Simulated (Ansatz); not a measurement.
# Si2W: the cost of one run

Method: DFT r2SCAN, scalar-relativistic, plane waves, PAW, in Ansatz 0.2.0.

**1. The starting structure**

The structure is orthorhombic, space group Pnnm (No. 58). The conventional cell has a = 4.950 Å, b = 5.100 Å, c = 3.332 Å, α = 90.00°, β = 90.00°, γ = 90.00°. Si (site symmetry m) has 3 W at 2.14 to 2.19 Å as nearest neighbours. Around W (site symmetry 2/m) lie 6 Si at 2.14 to 2.19 Å.

Structure file:

```
CELL_PARAMETERS angstrom
4.94974 0.00000 0.00000
0.00000 5.10045 0.00000
0.00000 0.00000 3.33155
ATOMIC_POSITIONS crystal
Si 0.22500 0.82500 0.50000
Si 0.72500 0.67500 0.00000
Si 0.77500 0.17500 0.50000
Si 0.27500 0.32500 0.00000
W 0.50000 0.50000 0.50000
W 0.00000 0.00000 0.00000
```

(A quick probe on a coarse mesh, which set the mesh and smearing, is not shown.)

**3. Coarse relaxation**

The input, input.yaml:

```yaml
crystal:
  lattice:
    - [4.9497363965, 0.0, 0.0]
    - [0.0, 5.100449524, 0.0]
    - [0.0, 0.0, 3.3315533438]
  atoms:
    - { symbol: Si, position: [0.225, 0.825, 0.5] }
    - { symbol: Si, position: [0.725, 0.675, 0.0] }
    - { symbol: Si, position: [0.775, 0.175, 0.5] }
    - { symbol: Si, position: [0.275, 0.325, 0.0] }
    - { symbol: W, position: [0.5, 0.5, 0.5] }
    - { symbol: W, position: [0.0, 0.0, 0.0] }
basis:
  ecutwfc: 500
kpoints:
  mp_grid: { grid: [4, 4, 6] }
hamiltonian:
  xc: r2scan
scf:
  occupations: { method: gaussian, width: 0.1 }
  lower_state_search: "off"
output:
  forces: true
  stress: true
  eigenvalues: true
relax:
  adjacent_minimum: "off"
  f_tol: 0.04
  max_steps: 70
  cell: { stress_tol: 0.4 }
```

Run with:

```bash
> ansatz run input.yaml --threads 1 --pin off --max-ram 3072MiB --backend cpu --events-out ev --progress --plain --runs-dir out
```

**Question.** How long does this run take on 1 thread of Arm Neoverse V2, shared host, and how much memory does it need?

About 3.4 min, with a peak of 0.63 GiB.
